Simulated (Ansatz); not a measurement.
# NO2 (nitrogen dioxide): UHSE06/STO-3G

Aim: the electronic atomisation energy of NO2 (nitrogen dioxide) at UHSE06/STO-3G, from 3 runs. 

The calculation is run with Ansatz 0.2.0.

42 further runs of the same task are left out: 8 that didn't finish, 34 set aside as unsound or not needed.

## (1) The system as given

NO2 has 3 atoms, charge 0, and is taken as a doublet. SMILES: `[O]N=O`. The coordinates come from a GFN2-xTB relaxation.

Bond lengths: O1–N2 1.181 Å, N2–O3 1.181 Å. Angles: O1–N2–O3 137.9°.

## (2) The energy at UHSE06/STO-3G

The input, in.yaml:

```yaml
crystal:
  periodic: [false, false, false]
  atoms:
    - symbol: O
      position_ang: [0.201690, -1.092400, -0.004860]
    - symbol: N
      position_ang: [-0.247880, -0.008390, -0.136210]
    - symbol: O
      position_ang: [0.046180, 1.100790, 0.141070]
basis:
  gaussian:
    orbitals: STO-3G
magnetization:
  spin_polarized: true
  initial_magnetization: 1
hamiltonian:
  xc: hse06
accuracy: high
```

On the command line:

```bash
ansatz run in.yaml --threads 1 --pin off --max-ram 2610MiB --events-out events.jsonl --progress --plain --runs-dir runs
```

Standard output:

```text
Warning: RAYON_NUM_THREADS=1 ignored (pool sized by the plan → 1); use --threads N
Functional definition: HSE06
  name "HSE06"
  parameter a = 0.25
  parameter omega = 0.11/bohr
  exchange = pbe_x - a*pbe_x_sr(omega) + a*exact_x_sr(omega)
  correlation = pbe_c
252 factors; integrals over basis functions are off by at most 3.7e-8 eV
41 factors; integrals over basis functions are off by at most 2.5e-10 eV
mean field evaluation 1: about -5496.4195 eV, gradient 1.9e1 eV
mean field evaluation 2: about -5494.8743 eV, gradient 2.6e1 eV
mean field evaluation 4: about -5498.2012 eV, gradient 5.1e-1 eV
mean field evaluation 8: about -5498.2149 eV, gradient 5.4e-3 eV
mean field evaluation 16: about -5498.2149 eV, gradient 1.1e-6 eV
mean field -5498.21493168 eV, -202.0556719153 hartree, gradient 3.9e-8 eV, S^2 0.751859; 0 other end points of the search recorded, 0 dependent functions left out
reference -5498.21493242 eV, -202.0556719425 hartree; 12, 11 occupied and 3, 4 virtual orbitals, 252 factors
Total energy: -5498.21493242 eV, -202.0556719425 hartree
```

Wall time 1.7 s (1 thread of Arm Neoverse V1, shared host); peak memory 0.11 GiB.

## (3) The N atom, same level

The input, molecule.yaml:

```yaml
crystal:
  periodic: [false, false, false]
  atoms:
    - {symbol: N, position_ang: [0.000000, 0.000000, 0.000000]}
basis:
  gaussian:
    orbitals: STO-3G
magnetization:
  spin_polarized: true
  initial_magnetization: 3
hamiltonian:
  xc: hse06
accuracy: high
```

On the command line:

```bash
ansatz run molecule.yaml --threads 1 --pin off --max-ram 2610MiB --events-out events.jsonl --progress --plain --runs-dir runs
```

Standard output:

```text
Warning: RAYON_NUM_THREADS=1 ignored (pool sized by the plan → 1); use --threads N
Functional definition: HSE06
  name "HSE06"
  parameter a = 0.25
  parameter omega = 0.11/bohr
  exchange = pbe_x - a*pbe_x_sr(omega) + a*exact_x_sr(omega)
  correlation = pbe_c
15 factors; integrals over basis functions are off by at most 1.1e-9 eV
13 factors; integrals over basis functions are off by at most 2.7e-10 eV
mean field evaluation 1: about -1464.9565 eV, gradient 5.6e-10 eV
mean field evaluation 2: about -1464.9563 eV, gradient 1.4e-9 eV
mean field -1464.95630955 eV, -53.8361513930 hartree, gradient 0.0e0 eV, S^2 3.750000; 0 other end points of the search recorded, 0 dependent functions left out
reference -1464.95631042 eV, -53.8361514248 hartree; 5, 2 occupied and 0, 3 virtual orbitals, 15 factors
Total energy: -1464.95631042 eV, -53.8361514248 hartree
```

It took 0.28 s on 1 thread of Arm Neoverse V1, shared host.

## (4) The O atom at the same level

The input, molecule.yaml:

```yaml
crystal:
  periodic: [false, false, false]
  atoms:
    - {symbol: O, position_ang: [0.000000, 0.000000, 0.000000]}
basis:
  gaussian: {orbitals: STO-3G}
magnetization: {spin_polarized: true, initial_magnetization: 2}
hamiltonian: {xc: hse06}
accuracy: high
```

Run the same way, it converges to -73.97333 Eh (log not shown).

## (5) Summary of results

At UHSE06/STO-3G:

```
                     quantity          value
       molecule: total energy  -202.05567 Eh
               molecule: ⟨S²⟩          0.752
         N atom: total energy   -53.83615 Eh
                 N atom: ⟨S²⟩          3.750
         O atom: total energy   -73.97333 Eh
                 O atom: ⟨S²⟩          2.000
electronic atomisation energy       7.425 eV
```

In words: Taking the molecule apart into free atoms costs 7.43 eV (171 kcal/mol), before zero-point energy and without spin-orbit coupling. In a minimal basis such a difference can be off by several eV, whatever the method.
